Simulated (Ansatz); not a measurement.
# CH₈B₂Si: basis-set convergence

The task here is to estimate one member of a computed series from the others.

Program: Ansatz 0.2.0, Gaussian basis. Level of theory: one geometry, several basis sets. These are calculated values, not measurements.

Levels to be run: PBE0-D4/def2-SVP; ωB97M-V/def2-SVP; PBE0-D4/def2-QZVPP; ωB97M-V/def2-QZVPP; the functionals' def2-TZVPP values are taken from earlier runs.

### The relaxed structure

An earlier PBE0-D4 in a triple-zeta def2 set relaxation fixed the geometry.

12 atoms, charge 0, spin multiplicity 1.

Atoms are counted from 1 here; the program's logs count them from 0.

Bond lengths: B1–B2 1.539 Å, B1–Si4 2.121 Å, B1–H5 1.204 Å, B1–H6 1.204 Å, B2–C3 1.521 Å, C3–H7 1.095 Å, C3–H8 1.097 Å, C3–H9 1.092 Å, Si4–H10 1.492 Å, Si4–H11 1.486 Å, Si4–H12 1.492 Å. Angles: B2–B1–Si4 81.6°, B2–B1–H5 118.5°, B2–B1–H6 119.7°, Si4–B1–H5 101.2°, Si4–B1–H6 101.4°, H5–B1–H6 119.7°, B1–B2–C3 172.5°, B2–C3–H7 110.8°, B2–C3–H8 109.2°, B2–C3–H9 112.3°, H7–C3–H8 106.9°, H7–C3–H9 108.9°, H8–C3–H9 108.5°, B1–Si4–H10 116.1°, B1–Si4–H11 102.4°, B1–Si4–H12 115.6°, H10–Si4–H11 107.7°, H10–Si4–H12 106.6° and more.

Coordinates:

```
B     0.1481    1.4962   -0.2771
B    -0.3726    0.4549    0.7298
C    -0.8058   -0.7105    1.6057
Si    0.6764   -0.2587   -1.3440
H     1.2302    1.9890   -0.0854
H    -0.6187    2.0196   -1.0431
H    -1.4185   -1.4178    1.0365
H     0.0826   -1.2572    1.9436
H    -1.3659   -0.3836    2.4847
H     1.6515   -1.1664   -0.6714
H     1.3343    0.2913   -2.5581
H    -0.4646   -1.1120   -1.7870
```

The first run:

in.yaml reads:

```yaml
crystal:
  periodic: [false, false, false]
  atoms:
    - {symbol: B, position_ang: [0.148051, 1.496220, -0.277129]}
    - {symbol: B, position_ang: [-0.372559, 0.454909, 0.729793]}
    - {symbol: C, position_ang: [-0.805778, -0.710452, 1.605657]}
    - {symbol: Si, position_ang: [0.676365, -0.258729, -1.344038]}
    - {symbol: H, position_ang: [1.230217, 1.988964, -0.085408]}
    - {symbol: H, position_ang: [-0.618663, 2.019559, -1.043101]}
    - {symbol: H, position_ang: [-1.418509, -1.417757, 1.036479]}
    - {symbol: H, position_ang: [0.082616, -1.257213, 1.943647]}
    - {symbol: H, position_ang: [-1.365943, -0.383600, 2.484673]}
    - {symbol: H, position_ang: [1.651529, -1.166370, -0.671442]}
    - {symbol: H, position_ang: [1.334283, 0.291330, -2.558110]}
    - {symbol: H, position_ang: [-0.464606, -1.111961, -1.787021]}
basis:
  gaussian: {orbitals: def2-SVP}
hamiltonian: {xc: pbe0, dispersion: d4}
output: {orbitals: {seedname: orbitals}}
```

Started as:

```console
$ ansatz run in.yaml --threads 2 --pin off --events-out ev --progress --plain --max-ram 4352MiB
```

Steps of the session up to this table: PBE0-D4 in def2-SVP; ωB97M-V in def2-SVP; PBE0-D4 in def2-QZVPP; ωB97M-V in def2-QZVPP.

One of the session's tables, all rows but one given; the rest of the session is left out.

It belongs to the step «Functionals by basis». 

```
functional       basis  HOMO (eV)
   PBE0-D4    def2-SVP      -7.21
   PBE0-D4  def2-TZVPP      -7.24
   PBE0-D4  def2-QZVPP      -7.24
   ωB97M-V    def2-SVP          ?
   ωB97M-V  def2-TZVPP      -9.28
   ωB97M-V  def2-QZVPP      -9.28
```

Q: Estimate the row for ωB97M-V, def2-SVP from the others.

The run gave: HOMO (eV): -9.22. In the column «HOMO (eV)» it lies between ωB97M-V, def2-QZVPP (-9.28) and PBE0-D4, def2-TZVPP (-7.24).
